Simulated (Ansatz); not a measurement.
# FH₄NSn (SMILES [NH2][SnH2][F]): single points off equilibrium

An exercise on one series of results from a longer session: the logs are not shown, and one member is left open.

Program: Ansatz 0.2.0, Gaussian basis. Level of theory: single points in def2-TZVPP. These are calculated values, not measurements.

Cores are frozen in the correlated methods. Filled d shells of the heavier atoms are correlated. Core potentials replace the inner electrons past krypton, and spin-orbit coupling is left out.

## Starting geometry

SMILES `[NH2][SnH2][F]`, 7 atoms, charge 0, spin multiplicity 1.

Atoms are counted from 1 here; the program's logs count them from 0.

Bond lengths: N1–Sn2 1.896 Å, N1–H4 0.965 Å, N1–H5 0.986 Å, Sn2–F3 1.944 Å, Sn2–H6 1.715 Å, Sn2–H7 1.693 Å. Angles: Sn2–N1–H4 125.8°, Sn2–N1–H5 113.2°, H4–N1–H5 103.0°, N1–Sn2–F3 99.4°, N1–Sn2–H6 110.1°, N1–Sn2–H7 123.4°, F3–Sn2–H6 105.8°, F3–Sn2–H7 104.4°, H6–Sn2–H7 111.4°.

As a file:

```
atom    x (Å)    y (Å)    z (Å)
  N1  -0.8871   0.2947  -0.7843
 Sn2   0.4822   0.0490   0.5046
  F3   0.2744  -1.8561   0.8294
  H4  -0.9768   1.0529  -1.3737
  H5  -0.9892  -0.4734  -1.3936
  H6   0.0529   0.8217   1.9742
  H7   2.1300   0.2398   0.1637
```

The first run:

The input, run/in.yaml:

```yaml
crystal:
  periodic: [false, false, false]
  atoms:
    - {symbol: N, position_ang: [-0.887100, 0.294700, -0.784300]}
    - {symbol: Sn, position_ang: [0.482200, 0.049000, 0.504600]}
    - {symbol: F, position_ang: [0.274400, -1.856100, 0.829400]}
    - {symbol: H, position_ang: [-0.976800, 1.052900, -1.373700]}
    - {symbol: H, position_ang: [-0.989200, -0.473400, -1.393600]}
    - {symbol: H, position_ang: [0.052900, 0.821700, 1.974200]}
    - {symbol: H, position_ang: [2.130000, 0.239800, 0.163700]}
basis:
  gaussian: {orbitals: def2-TZVPP}
correlation: {method: ccsd_t}
output: {forces: true}
```

No record of the launch command was kept for these runs.

Steps of the session up to this table: CCSD(T)/def2-TZVPP; PBE0-D4/def2-TZVPP; wB97M-V/def2-TZVPP; r2SCAN-D4/def2-TZVPP; PBE-D4/def2-TZVPP; LC-wPBE/def2-TZVPP; CAM-B3LYP-D4/def2-TZVPP.

One of the session's tables, all rows but one given; the rest of the session is left out.

| method | RMS force component (eV/Å) | angle to CCSD(T) forces (°) | dipole (D) |
| --- | --- | --- | --- |
| CCSD(T) | 1.015 | reference | 3.46 |
| PBE0-D4 | 0.976 | 4.0 | 3.45 |
| wB97M-V | 0.994 | 3.5 | 3.46 |
| r2SCAN-D4 | 1.002 | 4.8 | 3.39 |
| PBE-D4 | 1.076 | 13.6 | 3.28 |
| LC-wPBE | ? | ? | ? |
| CAM-B3LYP-D4 | 0.984 | 3.9 | 3.51 |

Estimate the missing values for LC-wPBE.

**Answer.** RMS force component (eV/Å): 0.948; angle to CCSD(T) forces (°): 4.7; dipole (D): 3.51. In the column «RMS force component (eV/Å)» it is the lowest.
